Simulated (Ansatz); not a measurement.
# Sn8Se7S: the cost of one run

Program: Ansatz 0.2.0. Level of theory: DFT PBE+D3(BJ), scalar-relativistic, plane waves, PAW. These are calculated values, not measurements.

That is the level of the relaxation; later steps name their own.

**1. The structure to begin with**

The structure is monoclinic, space group Pm (No. 6). The conventional cell has a = 4.442 Å, b = 8.346 Å, c = 11.374 Å, α = 90.00°, β = 90.00°, γ = 90.00°. Sn (site symmetry m) has 1 S at 2.68 Å and 2 Se at 2.82 Å as nearest neighbours. Sn (site symmetry m) has 3 Se at 2.68 to 2.82 Å as nearest neighbours. Sn (site symmetry 1) has 2 Se at 2.68 to 2.82 Å and 1 S at 2.82 Å as nearest neighbours. Around Sn (site symmetry 1) lie 3 Se at 2.68 to 2.82 Å. S (site symmetry m) has 3 Sn at 2.68 to 2.82 Å as nearest neighbours. Se (site symmetry m) is surrounded by 3 Sn at 2.68 to 2.82 Å. Only part of the 12 independent sites is listed.

Coordinates:

```
CELL_PARAMETERS angstrom
11.37423 0.00000 0.00000
0.00000 8.34641 0.00000
0.00000 0.00000 4.44212
ATOMIC_POSITIONS crystal
Sn 0.12300 0.12500 0.09100
Sn 0.12300 0.62500 0.09100
Sn 0.37700 0.37500 0.59100
Sn 0.37700 0.87500 0.59100
Sn 0.62300 0.12500 0.40900
Sn 0.62300 0.62500 0.40900
Sn 0.87700 0.37500 0.90900
Sn 0.87700 0.87500 0.90900
S 0.35700 0.12500 0.01600
Se 0.35700 0.62500 0.01600
Se 0.14300 0.37500 0.51600
Se 0.14300 0.87500 0.51600
Se 0.85700 0.12500 0.48400
Se 0.85700 0.62500 0.48400
Se 0.64300 0.37500 0.98400
Se 0.64300 0.87500 0.98400
```

(A quick probe on a coarse mesh, which set the mesh and smearing, is not shown.)

**3. Relaxing cell and atoms**

The input, input.yaml:

```yaml
crystal:
  lattice:
    - [11.37422679, 0.0, 0.0]
    - [0.0, 8.3464116, 0.0]
    - [0.0, 0.0, 4.4421236]
  atoms:
    - { symbol: Sn, position: [0.123, 0.125, 0.091] }
    - { symbol: Sn, position: [0.123, 0.625, 0.091] }
    - { symbol: Sn, position: [0.377, 0.375, 0.591] }
    - { symbol: Sn, position: [0.377, 0.875, 0.591] }
    - { symbol: Sn, position: [0.623, 0.125, 0.409] }
    - { symbol: Sn, position: [0.623, 0.625, 0.409] }
    - { symbol: Sn, position: [0.877, 0.375, 0.909] }
    - { symbol: Sn, position: [0.877, 0.875, 0.909] }
    - { symbol: S, position: [0.357, 0.125, 0.016] }
    - { symbol: Se, position: [0.357, 0.625, 0.016] }
    - { symbol: Se, position: [0.143, 0.375, 0.516] }
    - { symbol: Se, position: [0.143, 0.875, 0.516] }
    - { symbol: Se, position: [0.857, 0.125, 0.484] }
    - { symbol: Se, position: [0.857, 0.625, 0.484] }
    - { symbol: Se, position: [0.643, 0.375, 0.984] }
    - { symbol: Se, position: [0.643, 0.875, 0.984] }
basis:
  ecutwfc: 420
kpoints:
  mp_grid: { grid: [4, 4, 6] }
hamiltonian:
  xc: pbe
  dispersion: d3bj
scf:
  occupations: { method: gaussian, width: 0.02 }
output:
  forces: true
  stress: true
  eigenvalues: true
  write_density: true
  write_potential: true
  elf: true
  volumetric_format: npy
relax:
  adjacent_minimum: "off"
  f_tol: 0.005
  max_steps: 80
  cell: { stress_tol: 0.05 }
```

The run is started by

```bash
> ansatz run input.yaml --threads 4 --pin off --max-ram 10240MiB --backend cpu --events-out ev --progress --plain --runs-dir out
```

What time and memory should one allow on 4 threads of Intel Xeon Platinum 8488C (Sapphire Rapids), shared host?

About 6.5 min, with a peak of 2.5 GiB.
